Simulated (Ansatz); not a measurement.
**B3N3H6 (borazine): wB97X/def2-SVP**

Aim: the electronic atomisation energy of B3N3H6 (borazine) at wB97X/def2-SVP, from 4 runs. 

The results are computed with Ansatz 0.2.0.

43 further runs of the same task are left out: 1 that didn't finish, 42 set aside as unsound or not needed.

## (1) The molecule

B3N3H6 has 12 atoms, charge 0, and is taken as a singlet. As SMILES, `B1NBNBN1`. The shape is that of a PBE0-D4/def2-TZVP optimisation. This is one conformer, not always the lowest.

Bond lengths: B1–N2 1.425 Å, N2–B3 1.425 Å, B3–N4 1.425 Å, N4–B5 1.425 Å, B1–N6 1.425 Å, B5–N6 1.425 Å, B1–H7 1.197 Å, N2–H8 1.006 Å, B3–H9 1.197 Å, N4–H10 1.006 Å, B5–H11 1.197 Å, N6–H12 1.006 Å. Some angles: B1–N2–B3 122.9°, N2–B1–N6 117.1°, N2–B3–N4 117.1°, B3–N4–B5 122.9°, N4–B5–N6 117.1°, B1–N6–B5 122.9°, B1–N2–H8 118.6°, B3–N2–H8 118.6°, N2–B1–H7 121.4°, N6–B1–H7 121.4°.

## (2) A single-point energy at wB97X/def2-SVP

job.yaml reads:

```yaml
crystal:
  periodic: [false, false, false]
  atoms:
    - {symbol: B, position_ang: [-0.725600, -1.223220, 0.253660]}
    - {symbol: "N", position_ang: [0.524170, -0.956610, 0.883320]}
    - {symbol: B, position_ang: [1.265120, 0.238610, 0.655490]}
    - {symbol: "N", position_ang: [0.704960, 1.188460, -0.246430]}
    - {symbol: B, position_ang: [-0.539530, 0.984630, -0.909140]}
    - {symbol: "N", position_ang: [-1.229160, -0.231820, -0.636840]}
    - {symbol: H, position_ang: [-1.326890, -2.236960, 0.463830]}
    - {symbol: H, position_ang: [0.899850, -1.642240, 1.516360]}
    - {symbol: H, position_ang: [2.313570, 0.436330, 1.198680]}
    - {symbol: H, position_ang: [1.210210, 2.040210, -0.423070]}
    - {symbol: H, position_ang: [-0.986620, 1.800580, -1.662600]}
    - {symbol: H, position_ang: [-2.110080, -0.397960, -1.093280]}
basis:
  gaussian:
    orbitals: def2-SVP
hamiltonian:
  xc: {name: wB97X}
accuracy: high
output:
  orbitals: {seedname: orbitals}
```

Command:

```bash
ansatz run job.yaml --threads 1 --pin off --max-ram 3480MiB --events-out events.jsonl --progress --plain --runs-dir runs
```

Output:

```text
Warning: RAYON_NUM_THREADS=1 ignored (pool sized by the plan → 1); use --threads N
Functional definition: wB97X
  name "wB97X"
  parameter omega = 0.3/bohr
  parameter cx = 0.157706
  parameter cx1 = 0.726479
  parameter cx2 = 1.04760
  parameter cx3 = -5.70635
  parameter cx4 = 13.2794
  parameter css1 = -4.33879
  parameter css2 = 18.2308
  parameter css3 = -31.7430
  parameter css4 = 17.2901
  parameter cos1 = 2.37031
  parameter cos2 = -11.3995
  parameter cos3 = 6.58405
  parameter cos4 = -3.78132
  exchange = spin_sum(e_x_unif_sr(omega)*poly(b97_u_x, 1 - cx, cx1, cx2, cx3, cx4)) + cx*exact_x_sr(omega)
      + exact_x_lr(omega)
  correlation = spin_sum(e_c_pw_same_spin*poly(b97_u_same, 1, css1, css2, css3, css4))
      + integral(e_c_pw_opposite_spin*poly(b97_u_opposite, 1, cos1, cos2, cos3, cos4))
2856 factors; integrals over basis functions are off by at most 3.1e-9 eV
449 factors; integrals over basis functions are off by at most 2.3e-9 eV
mean field evaluation 1: about -6589.0419 eV, gradient 6.1e1 eV
mean field evaluation 2: about -6590.7807 eV, gradient 5.5e1 eV
mean field evaluation 4: about -6596.6511 eV, gradient 3.4e-1 eV
mean field evaluation 8: about -6596.8089 eV, gradient 2.3e-2 eV
mean field evaluation 16: about -6596.8089 eV, gradient 3.6e-6 eV
mean field -6596.80887721 eV, -242.4282547599 hartree, gradient 9.8e-8 eV, S^2 0.000000; 0 other end points of the search recorded, 0 dependent functions left out
reference -6596.80887387 eV, -242.4282546371 hartree; 21, 21 occupied and 93, 93 virtual orbitals, 2856 factors
Total energy: -6596.80887387 eV, -242.4282546371 hartree
```

It took 41 s on 1 thread of Intel Xeon Platinum 8175M at 2.50GHz (Skylake/Cascade Lake), shared host; peak memory 0.76 GiB.

## (3) The B atom

run.yaml reads:

```yaml
crystal:
  periodic: [false, false, false]
  atoms:
    - symbol: B
      position_ang: [0.000000, 0.000000, 0.000000]
basis:
  gaussian:
    orbitals: def2-SVP
accuracy: high
total_charge: 0
magnetization:
  spin_polarized: true
  initial_magnetization: 1
hamiltonian:
  xc: {name: wB97X}
```

Run the same way, it converges to -24.62291 Eh (log not shown).

## (4) The H atom, same level

run.yaml reads:

```yaml
crystal:
  periodic: [false, false, false]
  atoms:
    - {symbol: H, position_ang: [0.000000, 0.000000, 0.000000]}
basis:
  gaussian: {orbitals: def2-SVP}
magnetization: {spin_polarized: true, initial_magnetization: 1}
hamiltonian: {xc: {name: wB97X}}
accuracy: high
```

Command:

```bash
ansatz run run.yaml --threads 1 --pin off --max-ram 3480MiB --events-out events.jsonl --progress --plain --runs-dir runs
```

Output, shortened:

```text
Warning: RAYON_NUM_THREADS=1 ignored (pool sized by the plan → 1); use --threads N
[... 2 set-up lines as earlier in the session ...]
[...]
      + exact_x_lr(omega)
[...]
      + integral(e_c_pw_opposite_spin*poly(b97_u_opposite, 1, cos1, cos2, cos3, cos4))
15 factors; integrals over basis functions are off by at most 8.9e-10 eV
15 factors; integrals over basis functions are off by at most 7.0e-10 eV
[...]
mean field -13.62211750 eV, -0.5006035846 hartree, gradient 3.3e-9 eV, S^2 0.750000; 0 other end points of the search recorded, 0 dependent functions left out
reference -13.62211771 eV, -0.5006035924 hartree; 1, 0 occupied and 4, 5 virtual orbitals, 15 factors
Total energy: -13.62211771 eV, -0.5006035924 hartree
```

Run time: 0.56 s. Hardware: 1 thread of Intel Xeon Platinum 8175M at 2.50GHz (Skylake/Cascade Lake), shared host; peak memory 0.11 GiB.

## (5) The N atom

molecule.yaml reads:

```yaml
crystal:
  periodic: [false, false, false]
  atoms:
    - {symbol: N, position_ang: [0.000000, 0.000000, 0.000000]}
basis:
  gaussian: {orbitals: def2-SVP}
magnetization: {spin_polarized: true, initial_magnetization: 3}
hamiltonian: {xc: {name: wB97X}}
accuracy: high
```

Run the same way, it converges to -54.52704 Eh (log not shown).

## (6) What came out

At wB97X/def2-SVP:

| quantity | value |
| --- | --- |
| molecule: total energy | -242.42825 Eh |
| molecule: HOMO energy | -10.40 eV |
| molecule: LUMO energy | 2.89 eV |
| molecule: HOMO–LUMO gap | 13.29 eV |
| B atom: total energy | -24.62291 Eh |
| B atom: ⟨S²⟩ | 0.754 |
| H atom: total energy | -0.50060 Eh |
| H atom: ⟨S²⟩ | 0.750 |
| N atom: total energy | -54.52704 Eh |
| N atom: ⟨S²⟩ | 3.756 |
| electronic atomisation energy | 53.736 eV |

**Reading.** Taking the molecule apart into free atoms costs 53.74 eV (1239 kcal/mol), before zero-point energy and without spin-orbit coupling.
